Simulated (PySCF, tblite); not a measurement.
**C₈H₁₀Ge: infrared bands, NMR shifts, electronic excitations and core binding energies at several levels of theory, part 1 of 3**

How much do the infrared bands, NMR shifts, electronic excitations and core binding energies of C₈H₁₀Ge (`C#[C][Ge@@H]1[CH2]C=C[C@H]1C=C`) depend on the level of theory, and what does each level cost?

Programs: tblite 0.8.0 and PySCF 2.14.0, with density-fitted response routines of our own. Each step states its level of theory. These are calculated values for one molecule, in the gas phase or a continuum, unless marked as measured. Atoms are numbered from 0 throughout.

### 1 The molecule as given

19 atoms, charge 0, multiplicity 1; geometry from: force field or distance geometry start.

Bonds of the start (Å): C0–C1 1.19, C1–Ge2 1.89, Ge2–C3 1.96, C3–C4 1.48, C4–C5 1.28, C5–C6 1.47, C6–C7 1.48, C7–C8 1.33, C6–Ge2 1.94, C0–H9 1.07, Ge2–H10 1.53, C3–H11 1.10, C3–H12 1.12, C4–H13 1.13, C5–H14 1.13, C6–H15 1.13, C7–H16 1.08, C8–H17 1.08, C8–H18 1.09.

### 2 Optimising the geometry with GFN2-xTB

Job settings and geometry (Å):

```
{"job": {"kind": "relax", "xc": "GFN2-xTB", "basis": "xTB"}, "charge": 0, "multiplicity": 1}
C     -2.711900     2.525700     0.336600
C     -2.035300     1.671700    -0.134300
Ge    -0.959000     0.290400    -0.844300
C     -1.647200    -1.490800    -0.383200
C     -0.346900    -2.164600    -0.194000
C      0.702500    -1.482300     0.060100
C      0.648500    -0.015700     0.196500
C      1.828700     0.696000    -0.344000
C      2.840500     1.129300     0.402300
H     -3.322900     3.301000     0.751200
H     -0.718900     0.442600    -2.347100
H     -2.259000    -1.900000    -1.205300
H     -2.257400    -1.419300     0.555200
H     -0.296000    -3.290500    -0.310000
H      1.708000    -1.983100     0.198600
H      0.461800     0.210100     1.282800
H      1.875300     0.871700    -1.410000
H      2.807300     0.962400     1.472600
H      3.672200     1.654800    -0.076100
```

Launch:

```sh
$ OMP_NUM_THREADS=1 python probes_run.py task.json out
```

This one command runs all jobs of the session in turn.

The log of the run:

```text
step      E/eV     max force
  0    -652.43270    4.317
  1    -652.49814    4.590
  2    -652.66303    3.251
  3    -652.67940    2.701
  4    -652.74419    0.580
  5    -652.76153    0.332
  6    -652.81404    0.723
  7    -652.82717    0.393
  8    -652.83590    0.301
  9    -652.84258    0.285
 10    -652.84942    0.260
 11    -652.85388    0.174
 12    -652.85722    0.138
 13    -652.86040    0.180
 14    -652.86323    0.162
 15    -652.86562    0.136
 16    -652.86770    0.101
 17    -652.86984    0.145
 18    -652.87246    0.162
 19    -652.87580    0.196
 20    -652.87940    0.161
 21    -652.88254    0.128
 22    -652.88522    0.136
 23    -652.88783    0.146
 24    -652.89035    0.141
 25    -652.89246    0.115
 26    -652.89397    0.081
 27    -652.89502    0.078
 28    -652.89589    0.077
 29    -652.89669    0.058
 30    -652.89745    0.066
 31    -652.89821    0.066
 32    -652.89898    0.060
 33    -652.89975    0.071
 34    -652.90059    0.070
 35    -652.90156    0.070
 36    -652.90269    0.087
 37    -652.90389    0.081
 38    -652.90513    0.081
 39    -652.90643    0.095
 40    -652.90791    0.100
 41    -652.90954    0.090
 42    -652.91118    0.097
 43    -652.91269    0.102
 44    -652.91403    0.095
 45    -652.91549    0.089
 46    -652.91718    0.163
 47    -652.91936    0.117
 48    -652.92196    0.111
 49    -652.92473    0.103
 50    -652.92567    0.106
 51    -652.92683    0.112
 52    -652.92825    0.120
 53    -652.93023    0.135
 54    -652.93210    0.130
 55    -652.93357    0.118
 56    -652.93490    0.129
 57    -652.93605    0.137
 58    -652.93724    0.114
 59    -652.93832    0.075
 60    -652.93900    0.072
 61    -652.94003    0.094
 62    -652.94100    0.095
 63    -652.94182    0.061
 64    -652.94237    0.063
 65    -652.94279    0.052
 66    -652.94319    0.061
 67    -652.94357    0.062
 68    -652.94393    0.039
 69    -652.94426    0.046
 70    -652.94457    0.043
 71    -652.94486    0.050
 72    -652.94518    0.050
 73    -652.94554    0.049
 74    -652.94597    0.056
 75    -652.94643    0.056
 76    -652.94686    0.054
 77    -652.94719    0.053
 78    -652.94744    0.043
 79    -652.94763    0.030
 80    -652.94781    0.036
 81    -652.94802    0.042
 82    -652.94830    0.038
 83    -652.94863    0.043
 84    -652.94899    0.042
 85    -652.94938    0.045
 86    -652.94979    0.044
 87    -652.95018    0.041
 88    -652.95056    0.040
 89    -652.95090    0.054
 90    -652.95123    0.067
 91    -652.95155    0.055
 92    -652.95182    0.037
 93    -652.95203    0.035
 94    -652.95225    0.034
 95    -652.95249    0.041
 96    -652.95269    0.031
 97    -652.95282    0.024
 98    -652.95292    0.021
 99    -652.95303    0.029
100    -652.95321    0.041
101    -652.95346    0.046
102    -652.95372    0.042
103    -652.95395    0.035
104    -652.95412    0.029
105    -652.95425    0.027
106    -652.95436    0.021
107    -652.95443    0.018
108    -652.95447    0.033
109    -652.95450    0.030
110    -652.95453    0.016
111    -652.95457    0.019
112    -652.95460    0.020
113    -652.95463    0.017
114    -652.95467    0.013
115    -652.95470    0.013
116    -652.95473    0.016
117    -652.95477    0.019
118    -652.95484    0.021
119    -652.95496    0.029
120    -652.95510    0.031
121    -652.95523    0.030
122    -652.95531    0.016
123    -652.95536    0.019
124    -652.95540    0.016
125    -652.95548    0.017
126    -652.95554    0.020
127    -652.95566    0.028
128    -652.95581    0.029
129    -652.95600    0.027
130    -652.95620    0.036
131    -652.95640    0.041
132    -652.95659    0.045
133    -652.95679    0.046
134    -652.95706    0.042
135    -652.95735    0.038
136    -652.95759    0.030
137    -652.95777    0.028
138    -652.95790    0.034
139    -652.95800    0.029
140    -652.95813    0.034
141    -652.95831    0.036
142    -652.95852    0.026
143    -652.95875    0.028
144    -652.95898    0.029
145    -652.95917    0.027
146    -652.95932    0.022
147    -652.95939    0.028
148    -652.95946    0.024
149    -652.95951    0.018
150    -652.95956    0.013
151    -652.95959    0.013
152    -652.95967    0.016
153    -652.95974    0.021
154    -652.95981    0.024
155    -652.95991    0.021
156    -652.96004    0.029
157    -652.96023    0.039
158    -652.96045    0.043
159    -652.96066    0.044
160    -652.96085    0.040
161    -652.96107    0.050
162    -652.96133    0.057
163    -652.96157    0.040
164    -652.96178    0.045
165    -652.96194    0.032
166    -652.96208    0.038
167    -652.96218    0.028
168    -652.96228    0.025
169    -652.96234    0.035
170    -652.96238    0.023
171    -652.96243    0.018
172    -652.96246    0.014
173    -652.96249    0.014
174    -652.96251    0.014
175    -652.96255    0.017
176    -652.96258    0.014
177    -652.96261    0.015
178    -652.96264    0.012
179    -652.96266    0.023
180    -652.96269    0.015
181    -652.96270    0.013
182    -652.96272    0.009
```

It took 2.5 s on 1 thread of Arm Neoverse N1, shared host; peak memory 0.18 GiB.

Step by step: (not every step is listed)

| step | energy from step 0 (eV) | largest force (eV/Å) |
| --- | --- | --- |
| 0 | 0.0000 | 4.3172 |
| 1 | -0.0654 | 4.5898 |
| 2 | -0.2303 | 3.2512 |
| 3 | -0.2467 | 2.7011 |
| 4 | -0.3115 | 0.5802 |
| 5 | -0.3288 | 0.3322 |
| 6 | -0.3813 | 0.7235 |
| 7 | -0.3945 | 0.3931 |
| 8 | -0.4032 | 0.3011 |
| 24 | -0.4577 | 0.1409 |
| 40 | -0.4752 | 0.1001 |
| 56 | -0.5022 | 0.1292 |
| 72 | -0.5125 | 0.0502 |
| 88 | -0.5179 | 0.0404 |
| 104 | -0.5214 | 0.0292 |
| 120 | -0.5224 | 0.0307 |
| 136 | -0.5249 | 0.0300 |
| 152 | -0.5270 | 0.0159 |
| 168 | -0.5296 | 0.0254 |
| 177 | -0.5299 | 0.0146 |
| 178 | -0.5299 | 0.0121 |
| 179 | -0.5300 | 0.0228 |
| 180 | -0.5300 | 0.0154 |
| 181 | -0.5300 | 0.0135 |
| 182 | -0.5300 | 0.0093 |

Close pairs (by a distance rule), those that changed most:

| bond | before (Å) | after (Å) | change (Å) |
| --- | --- | --- | --- |
| Ge2–C6 | 1.939 | 2.013 | +0.074 |
| C4–H13 | 1.133 | 1.082 | -0.051 |
| C5–H14 | 1.132 | 1.082 | -0.050 |
| C4–C5 | 1.277 | 1.323 | +0.046 |
| C6–H15 | 1.125 | 1.094 | -0.031 |
| C3–H12 | 1.122 | 1.091 | -0.030 |
| C5–C6 | 1.474 | 1.504 | +0.030 |
| Ge2–C3 | 1.964 | 1.990 | +0.025 |

The next job starts from the end point, and lists it.

### 3 Vibrational analysis with GFN2-xTB

Job settings and geometry (Å):

```
{"job": {"kind": "ir", "xc": "GFN2-xTB", "basis": "xTB"}, "charge": 0, "multiplicity": 1}
C     -2.930101     2.269429     0.800161
C     -2.157687     1.600001     0.165515
Ge    -0.915981     0.500951    -0.773920
C     -1.483130    -1.403034    -0.885937
C     -0.471827    -2.107154    -0.032407
C      0.529829    -1.447088     0.525437
C      0.711844     0.030979     0.313386
C      1.979935     0.318604    -0.410518
C      2.879038     1.207906    -0.026693
H     -3.609698     2.862264     1.344444
H     -0.642651     1.188480    -2.094251
H     -1.459177    -1.794318    -1.904611
H     -2.491015    -1.572003    -0.503334
H     -0.595380    -3.172355     0.111309
H      1.267699    -1.946920     1.138504
H      0.717747     0.550380     1.275891
H      2.135925    -0.262358    -1.312120
H      2.748070     1.793722     0.869146
H      3.776757     1.391764    -0.592299
```

The log of the run:

```text
mode    cm-1     km/mol
  1      23.6      0.16
  2      63.8      0.18
  3      71.6      0.12
  4      98.5      0.02
  5     196.5      0.52
  6     210.0      0.61
  7     262.2     12.04
  8     268.6     15.22
  9     313.5     10.53
 10     375.4     14.21
 11     435.3      0.42
 12     502.3     34.00
 13     522.3     41.63
 14     550.1     67.27
 15     613.7      6.96
 16     640.5     42.51
 17     670.8     40.25
 18     684.6     32.13
 19     686.4     54.85
 20     716.7     90.90
 21     760.1     16.83
 22     790.4     22.21
 23     879.6     18.99
 24     910.2      0.06
 25     932.5      3.67
 26     980.7      1.89
 27    1011.5     11.62
 28    1026.6     14.26
 29    1084.8     45.67
 30    1086.9      3.93
 31    1140.1     11.73
 32    1172.7      4.59
 33    1211.9      0.02
 34    1226.5      2.23
 35    1296.7      2.14
 36    1317.0     17.79
 37    1415.4      8.75
 38    1438.0      5.42
 39    1694.4     29.50
 40    1708.3     23.52
 41    1907.9    420.52
 42    2177.8     13.16
 43    2923.1     37.20
 44    2943.2     33.02
 45    2966.1     29.97
 46    3032.7     42.85
 47    3045.5     25.69
 48    3061.6    107.84
 49    3092.3     23.41
 50    3120.5     55.75
 51    3341.0      0.10
```

It took 1.4 s on 1 thread of Arm Neoverse N1, shared host; peak memory 0.18 GiB.

Which atoms move in the most intense modes:

| cm⁻¹ | km/mol | atoms |
| --- | --- | --- |
| 550 | 67.3 | H10 79 % |
| 686 | 54.9 | H9 42 % |
| 717 | 90.9 | H13 20 %, H10 17 %, H11 13 %, C3 11 % |
| 1085 | 45.7 | H15 32 %, C6 26 % |
| 1908 | 420.5 | H10 99 % |
| 3033 | 42.9 | H16 92 % |
| 3062 | 107.8 | H14 58 %, H13 34 % |
| 3120 | 55.8 | H18 67 %, H17 22 % |

### 4 Relaxing the molecule at PBE0-D3(BJ)/def2-SVP

Job settings and geometry (Å):

```
{"job": {"xc": "PBE0", "basis": "def2-SVP", "d3": "d3bj", "grid": 1, "shake": 0.01, "kind": "geom"}, "charge": 0, "multiplicity": 1}
C     -2.909690     2.243870     0.804340
C     -2.163360     1.595470     0.163360
Ge    -0.936180     0.498630    -0.782570
C     -1.449900    -1.400780    -0.889460
C     -0.474640    -2.113830    -0.042960
C      0.525920    -1.442270     0.523050
C      0.721420     0.028980     0.313630
C      1.995390     0.324060    -0.415570
C      2.877210     1.213310    -0.007340
H     -3.612390     2.859830     1.354470
H     -0.651520     1.185560    -2.085430
H     -1.453370    -1.793400    -1.897910
H     -2.519300    -1.561790    -0.512930
H     -0.612070    -3.169590     0.118310
H      1.263250    -1.957680     1.138770
H      0.717220     0.564440     1.283370
H      2.137860    -0.251240    -1.314180
H      2.738810     1.799560     0.874970
H      3.774610     1.383940    -0.590010
```

The log of the run:

```text
step   0  E = -2386.64609117  max force = 0.061429
step   1  E = -2386.65511931  max force = 0.007226
step   2  E = -2386.65542795  max force = 0.001887
step   3  E = -2386.65544725  max force = 0.003176
step   4  E = -2386.65557019  max force = 0.001086
step   5  E = -2386.65558651  max force = 0.001399
step   6  E = -2386.65560758  max force = 0.000463
step   7  E = -2386.65561523  max force = 0.000328
optimisation converged
```

Wall time 5.3 min (1 thread of Arm Neoverse N1, shared host); peak memory 0.9 GiB.

Relaxation path:

| step | energy from step 0 (eV) | largest force component (eV/Å) |
| --- | --- | --- |
| 0 | 0.0000 | 3.1588 |
| 1 | -0.2457 | 0.3716 |
| 2 | -0.2541 | 0.0970 |
| 3 | -0.2546 | 0.1633 |
| 4 | -0.2579 | 0.0558 |
| 5 | -0.2584 | 0.0719 |
| 6 | -0.2590 | 0.0238 |
| 7 | -0.2592 | 0.0169 |

Distances of close pairs at the start and the end, largest changes first:

| bond | before (Å) | after (Å) | change (Å) |
| --- | --- | --- | --- |
| Ge2–C6 | 2.042 | 1.988 | -0.054 |
| C3–H12 | 1.145 | 1.102 | -0.043 |
| C0–C1 | 1.178 | 1.217 | +0.039 |
| Ge2–H10 | 1.500 | 1.536 | +0.036 |
| C3–C4 | 1.475 | 1.503 | +0.028 |
| C8–H17 | 1.068 | 1.095 | +0.027 |
| C7–H16 | 1.076 | 1.098 | +0.022 |
| C3–H11 | 1.082 | 1.103 | +0.021 |

The next job starts from the end point, and lists it.

| at the end point | value |
| --- | --- |
| point group (found at 0.08 Å tolerance) | C1 |
| rotational constants (GHz, main isotopes) | 1.583, 1.026, 0.744 |
| dipole moment (D) | 0.64 |

### 5 Shielding tensors: PBE0/pcSseg-1

Job settings and geometry (Å):

```
{"job": {"kind": "nmr", "xc": "PBE0", "basis": "pcSseg-1"}, "charge": 0, "multiplicity": 1}
C     -2.770604     2.335638     0.867038
C     -2.042235     1.615473     0.209802
Ge    -0.895246     0.467393    -0.782979
C     -1.583291    -1.371181    -0.866513
C     -0.563522    -2.126982    -0.061548
C      0.496215    -1.501251     0.471504
C      0.716898    -0.020199     0.272393
C      2.002703     0.303585    -0.416218
C      2.896781     1.205963    -0.004385
H     -3.415972     2.977396     1.440189
H     -0.593169     1.127496    -2.136825
H     -1.654431    -1.748604    -1.900366
H     -2.593172    -1.445684    -0.431648
H     -0.697741    -3.204211     0.091450
H      1.236997    -2.059135     1.055783
H      0.675532     0.512756     1.237791
H      2.200690    -0.255479    -1.340615
H      2.742282     1.782915     0.913430
H      3.808860     1.404548    -0.572498
```

With the program's defaults for keys left out, this is: GIAO PBE0/pcSseg-1 NMR shielding, non-relativistic, gas phase.

The log of the run:

```text
coarse grid: 73576 points
cycle   1  E = -2386.7570149932  dE =  3.999e-01  |g| = 9.833e-01  |ddm| = 4.287e+00
cycle   2  E = -2386.7304418227  dE =  2.657e-02  |g| = 1.025e+00  |ddm| = 1.340e+00
cycle   3  E = -2386.8634777404  dE = -1.330e-01  |g| = 8.841e-02  |ddm| = 7.838e-01
cycle   4  E = -2386.8641094058  dE = -6.317e-04  |g| = 4.939e-02  |ddm| = 9.164e-02
cycle   5  E = -2386.8646361813  dE = -5.268e-04  |g| = 1.806e-02  |ddm| = 4.210e-02
cycle   6  E = -2386.8647174990  dE = -8.132e-05  |g| = 3.484e-03  |ddm| = 1.635e-02
cycle   7  E = -2386.8647203396  dE = -2.841e-06  |g| = 1.098e-03  |ddm| = 3.388e-03
final grid: 156424 points
cycle   8  E = -2386.8647586299  dE =  2.557e-07  |g| = 1.571e-03  |ddm| = 3.288e-03
cycle   9  E = -2386.8647577137  dE =  9.162e-07  |g| = 2.483e-03  |ddm| = 2.959e-03
cycle  10  E = -2386.8647592240  dE = -1.510e-06  |g| = 2.135e-04  |ddm| = 1.843e-03
cycle  11  E = -2386.8647592357  dE = -1.167e-08  |g| = 4.483e-05  |ddm| = 2.473e-04
cycle  12  E = -2386.8647592361  dE = -4.047e-10  |g| = 1.620e-05  |ddm| = 4.159e-05
converged SCF energy = -2386.8647592361

GIAO shielding tensors (ppm)
atom      isotropic    diamagn.    paramagn.     s11        s22        s33       span
  0 C       80.828     261.527    -180.698     -3.012     -2.784    248.280    251.292
  1 C       96.221     266.792    -170.571     -5.170     -0.346    294.179    299.349
  2 Ge    1413.114    2753.608   -1340.494   1303.184   1424.465   1511.694    208.510
  3 C      163.442     254.139     -90.697    151.873    155.528    182.923     31.050
  4 C       44.079     254.807    -210.728    -62.637     58.005    136.870    199.507
  5 C       40.211     254.325    -214.115    -68.646     60.111    129.167    197.813
  6 C      139.213     247.546    -108.333    124.453    144.468    148.717     24.264
  7 C       35.448     254.803    -219.355    -88.296     47.602    147.040    235.336
  8 C       64.636     253.283    -188.646    -45.638     85.818    153.729    199.368
  9 H       28.993      32.617      -3.625     23.695     23.918     39.365     15.671
 10 H       26.660      27.577      -0.917     20.547     21.654     37.779     17.232
 11 H       29.399      29.297       0.102     24.639     26.540     37.017     12.378
 12 H       29.489      29.409       0.080     24.449     27.497     36.520     12.072
 13 H       25.158      29.386      -4.228     22.452     25.894     27.126      4.674
 14 H       25.361      30.711      -5.350     23.194     26.058     26.830      3.636
 15 H       28.246      32.995      -4.749     25.155     26.826     32.757      7.602
 16 H       25.617      30.616      -4.998     22.846     24.052     29.954      7.108
 17 H       25.912      30.959      -5.047     22.226     25.010     30.499      8.273
 18 H       26.095      27.532      -1.437     23.037     24.888     30.361      7.323
```

It took 92 s on 1 thread of Arm Neoverse N1, shared host; peak memory 1.1 GiB.

The references, computed at this level on geometries of the same kind, shield at (ppm): ¹H TMS 31.27, ¹³C TMS 184.4, ⁷³Ge GeMe4 1330. Their shielding less the atom's gives the shift. The references are single molecules in the gas phase.

| atoms | environment | σ (ppm) | δ (ppm) |
| --- | --- | --- | --- |
| C7 | alkene CH | 35.4 | 149.0 |
| C5 | alkene CH | 40.2 | 144.2 |
| C4 | alkene CH | 44.1 | 140.3 |
| C8 | terminal =CH2 carbon | 64.6 | 119.8 |
| C0 | terminal alkyne carbon | 80.8 | 103.6 |
| C1 | alkyne carbon | 96.2 | 88.2 |
| C6 | allylic sp3 CH bonded to Ge | 139.2 | 45.2 |
| C3 | allylic sp3 CH2 bonded to Ge | 163.4 | 21.0 |
| H13 | hydrogen on an alkene CH | 25.16 | 6.11 |
| H14 | hydrogen on an alkene CH | 25.36 | 5.91 |
| H16 | hydrogen on an alkene CH | 25.62 | 5.65 |
| H17 | hydrogen on a terminal =CH2 carbon | 25.91 | 5.36 |
| H18 | hydrogen on a terminal =CH2 carbon | 26.10 | 5.17 |
| H10 | hydrogen on a germanium bonded to 3 C, in a 5-membered ring | 26.66 | 4.61 |
| H15 | hydrogen on an allylic sp3 CH bonded to Ge | 28.25 | 3.02 |
| H9 | hydrogen on a terminal alkyne carbon | 28.99 | 2.27 |
| H11 | hydrogen on an allylic sp3 CH2 bonded to Ge | 29.40 | 1.87 |
| H12 | hydrogen on an allylic sp3 CH2 bonded to Ge | 29.49 | 1.78 |
| Ge2 | germanium bonded to 3 C, H, in a 5-membered ring | 1413 | -83 |

Charges from the same density, by scheme (e):

| atoms | Mulliken | IAO | Hirshfeld | ESP fit |
| --- | --- | --- | --- | --- |
| C0 | -0.32 | -0.20 | -0.10 | -0.35 |
| C1 | -0.17 | -0.30 | -0.16 | -0.17 |
| Ge2 | 0.87 | 0.81 | 0.40 | 0.35 |
| C3 | -0.46 | -0.51 | -0.15 | -0.17 |
| C4 | -0.14 | -0.15 | -0.05 | -0.08 |
| C5 | -0.06 | -0.16 | -0.05 | -0.44 |
| C6 | -0.51 | -0.35 | -0.10 | 0.29 |
| C7 | -0.14 | -0.13 | -0.05 | -0.22 |
| C8 | -0.16 | -0.33 | -0.11 | -0.48 |

Mayer bond orders: C0–C1 2.69, C1–Ge2 0.80, Ge2–C3 0.94, C3–C4 1.00, C4–C5 1.90, C5–C6 0.96, C6–C7 0.97, C7–C8 1.97, C6–Ge2 0.87.

Ring of atoms Ge2, C3, C4, C5, C6: NICS(0) -2.9, NICS(1) -3.3, NICS(1)zz -2.0 ppm (means of both faces).

(Continued in part 2 of 3.)
